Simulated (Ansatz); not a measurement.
# ZrB2: the cost of one run

Method: DFT PBEsol, scalar-relativistic, plane waves, PAW, in Ansatz 0.2.0.

1 further run of the same task is left out (set aside as unsound or not needed).

## (1) The system as given

The structure is hexagonal, space group P6/mmm (No. 191). Conventional cell: a = 3.155 Å, b = 3.155 Å, c = 3.507 Å, α = 90.00°, β = 90.00°, γ = 120.00°. Around Zr (site symmetry 6/mmm) lie 12 B at 2.53 Å. B (site symmetry -6m2) is surrounded by 3 B at 1.82 Å and 6 Zr at 2.53 Å.

Structure file:

```cif
data_structure
_symmetry_space_group_name_H-M 'P6/mmm'
_symmetry_Int_Tables_number 191
_cell_length_a 3.1549
_cell_length_b 3.1549
_cell_length_c 3.5068
_cell_angle_alpha 90.000
_cell_angle_beta 90.000
_cell_angle_gamma 120.000
_cell_volume 30.23
loop_
_atom_site_label
_atom_site_type_symbol
_atom_site_symmetry_multiplicity
_atom_site_Wyckoff_symbol
_atom_site_fract_x
_atom_site_fract_y
_atom_site_fract_z
_atom_site_occupancy
Zr1 Zr 1 a 0.00000 0.00000 0.00000 1
B1 B 2 d 0.33333 0.66667 0.50000 1
```

This cell was relaxed beforehand with the same method: volume 10.08 Å³/atom, gap on the mesh none (metal).

## (2) Relaxing to 0.001 eV/Å, with the smearing for a metal

Response runs need a geometry at rest under their own mesh and occupations; hence this stricter relaxation.

input.yaml

```yaml
crystal:
  lattice:
    - [3.1549374828, 0.0, 0.0]
    - [-1.5774687414, 2.7322560075, 0.0]
    - [0.0, 0.0, 3.5067685678]
  atoms:
    - { symbol: Zr, position: [0.0, 0.0, 0.0] }
    - { symbol: B, position: [0.3333333333, 0.6666666667, 0.5] }
    - { symbol: B, position: [0.6666666667, 0.3333333333, 0.5] }
basis:
  ecutwfc: 420
kpoints:
  mp_grid: { grid: [18, 18, 12] }
hamiltonian:
  xc: pbesol
scf:
  occupations: { method: fermi_dirac, width: 0.15 }
output:
  forces: true
  stress: true
  eigenvalues: true
relax:
  adjacent_minimum: "off"
  f_tol: 0.001
  max_steps: 60
  cell: { stress_tol: 0.01 }
```

Started as:

```bash
> ansatz run input.yaml --threads 1 --pin off --max-ram 4096MiB --backend cpu --events-out ev --progress --plain --runs-dir out
```

What time and memory should one allow on 1 thread of AMD EPYC 7R43 (Zen 3), shared host?

About 31 s, with a peak of 0.45 GiB.
